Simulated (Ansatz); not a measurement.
# AlH5OSi2: rigid scan of one bond length, by script

How does the energy of AlH5OSi2 change as one bond is stretched? Wanted for AlH5OSi2: a rigid scan of one bond length. SMILES: [SiH3][Al]1[O][SiH2]1.

Program: the Python package of Ansatz 0.2.0. Level of theory: MP2/def2-SVP. These are calculated values, not measurements.

## Step 1: Starting point

Bond lengths: Si1–Al2 2.299 Å, Al2–O3 1.812 Å, Al2–Si4 2.316 Å, O3–Si4 1.656 Å, Si1–H5 1.518 Å, Si1–H6 1.508 Å, Si1–H7 1.486 Å, Si4–H8 1.475 Å, Si4–H9 1.500 Å. Angles (14 of 16 angles, heavy atoms first): Si1–Al2–O3 150.5°, Si1–Al2–Si4 138.4°, O3–Al2–Si4 45.3°, Al2–O3–Si4 83.7°, Al2–Si4–O3 51.0°, Al2–Si1–H5 110.7°, Al2–Si1–H6 111.7°, Al2–Si1–H7 112.1°, Al2–Si4–H8 116.9°, Al2–Si4–H9 121.4°, O3–Si4–H8 111.1°, O3–Si4–H9 114.7°, H5–Si1–H6 106.5°, H5–Si1–H7 108.0°.

No structure file is read: the coordinates are typed or built in the script.

## Step 2: The script

Input file scan_alh5osi2.py:

```python
"""Potential curve of AlH5OSi2 along one bond."""

from dataclasses import dataclass

import ansatz as az
import matplotlib.pyplot as plt
import numpy as np


@dataclass
class Options:
    basis_set: str = "def2-SVP"
    method: str = "mp2"


opts = Options()

GEOMETRY = """
Si   -0.58980    1.55280   -1.20740
Al    0.30650   -0.45000   -0.52130
O     1.63120   -1.39320    0.27720
Si    0.47510   -1.69430    1.42450
H    -1.76870    1.32330   -2.13600
H    -1.11060    2.35840   -0.04390
H     0.40310    2.39340   -1.92460
H     0.01880   -3.09570    1.36230
H     0.72280   -1.04110    2.75200
"""

molecule = az.Crystal.molecule()
for line in GEOMETRY.strip().splitlines():
    symbol, *xyz = line.split()
    molecule = molecule.atom(symbol, [float(v) for v in xyz])

symbols = [site.symbol for site in molecule.cartesian_sites]
start = np.array([site.position_ang for site in molecule.cartesian_sites])
axis = (start[7] - start[3]) / np.linalg.norm(start[7] - start[3])
moving = [7]
lengths, energies = [1.25, 1.36, 1.48, 1.62, 1.84, 2.21, 2.66, 3.25], []
for length in lengths:
    xyz = start.copy()
    xyz[moving] += (length - np.linalg.norm(start[7] - start[3])) * axis
    point = az.Crystal.molecule()
    for symbol, xyz in zip(symbols, xyz):
        point = point.atom(symbol, xyz.tolist())
    calc = (
        point.calculation()
        .basis(gaussian=opts.basis_set)
        .correlation(opts.method)
    )
    summary = calc.run(threads=1, backend="cpu").report
    energies.append(summary["free_energy_ev"])
    print(f"r = {length:6.3f} A  E = {energies[-1]:.5f} eV  <S^2> = {abs(summary['mean_field']['state']['spin_squared']):.3f}")

print("energy above the lowest point (eV):", [round(e - min(energies), 3) for e in energies])
plt.figure(figsize=(4.5, 3))
plt.plot(lengths, np.array(energies) - min(energies), "o-")
plt.xlabel("bond length (A)")
plt.ylabel("E - E(min) (eV)")
plt.tight_layout()
plt.savefig("scan.png", dpi=100)
```

## Step 3: What the engine is handed

The package turns the script's settings into the engine's input (first run):

```yaml
crystal:
  periodic: [false, false, false]
  atoms:
    - { symbol: Si, position_ang: [-0.5898, 1.5528, -1.2074] }
    - { symbol: Al, position_ang: [0.3065, -0.45, -0.5213] }
    - { symbol: O, position_ang: [1.6312, -1.3932, 0.2772] }
    - { symbol: Si, position_ang: [0.4751, -1.6943, 1.4245] }
    - { symbol: H, position_ang: [-1.7687, 1.3233, -2.136] }
    - { symbol: H, position_ang: [-1.1106, 2.3584, -0.0439] }
    - { symbol: H, position_ang: [0.4031, 2.3934, -1.9246] }
    - { symbol: H, position_ang: [0.08843845016522307, -2.8818246459313093, 1.3717926837612906] }
    - { symbol: H, position_ang: [0.7228, -1.0411, 2.752] }
basis:
  gaussian:
    orbitals: def2-SVP
correlation:
  method: mp2
```

## Step 4: Running it

Command:

```
python scan_alh5osi2.py
```

Log:

```text
r =  1.250 A  E = -24425.73821 eV  <S^2> = 0.000
r =  1.360 A  E = -24426.29192 eV  <S^2> = 0.000
r =  1.480 A  E = -24426.45850 eV  <S^2> = 0.000
r =  1.620 A  E = -24426.30992 eV  <S^2> = 0.000
r =  1.840 A  E = -24425.71835 eV  <S^2> = 0.000
r =  2.210 A  E = -24424.49060 eV  <S^2> = 0.000
r =  2.660 A  E = -24423.22563 eV  <S^2> = 0.000
r =  3.250 A  E = -24422.13280 eV  <S^2> = 0.000
energy above the lowest point (eV): [0.72, 0.167, 0.0, 0.149, 0.74, 1.968, 3.233, 4.326]
```

It took 12 s on 1 thread of Arm Neoverse V2, shared host; peak memory 0.31 GiB.

## Step 5: Inputs of later runs

The engine's inputs for some of the other runs:

Run 3, against run 1:

```diff
@@ -11 +11 @@
-    - { symbol: H, position_ang: [0.08843845016522307, -2.8818246459313093, 1.3717926837612906] }
+    - { symbol: H, position_ang: [0.017292724995624124, -3.10032918078267, 1.3620945375733682] }
```

Run 6, against run 1:

```diff
@@ -11 +11 @@
-    - { symbol: H, position_ang: [0.08843845016522307, -2.8818246459313093, 1.3717926837612906] }
+    - { symbol: H, position_ang: [-0.2085176201078856, -3.7938435740065546, 1.3313134648899618] }
```

Run 8, against run 1:

```diff
@@ -11 +11 @@
-    - { symbol: H, position_ang: [0.08843845016522307, -2.8818246459313093, 1.3717926837612906] }
+    - { symbol: H, position_ang: [-0.53022002957042, -4.781864079421403, 1.2874609777793555] }
```

Lines on the test bed's own set-up are left out of the output.

## Step 6: The runs side by side

One row for each of the 8 runs:

```tsv
run	distance (Å)	energy from run 3 (eV)	iterations in all	CPU time (s)
1	1.25	0.7203	11	1
2	1.36	0.1666	11	1
3	1.48	0.0000	11	1
4	1.62	0.1486	11	1
5	1.84	0.7401	16	1.2
6	2.21	1.9679	15	1.1
7	2.66	3.2329	36	1.8
8	3.25	4.3257	44	2.9
```

## Step 7: Results

```
                  quantity     value
             runs compared         8
           range of energy  4.326 eV
lowest point, distance (Å)      1.48
```

What this shows: The curve has its lowest point inside the range, at 1.48. The ends stand 0.72 and 4.33 eV above it. The distance scanned is the script's pair 3, 7. What to keep in mind:
- The rest of the molecule is held rigid at a force-field or estimated start geometry, and the basis set is modest; single-reference methods fail as a bond breaks.
- The orbitals are restricted, so S² is zero by construction.
- Toward dissociation an unrestricted state lies under the restricted one, by 1 to 2 eV or more.
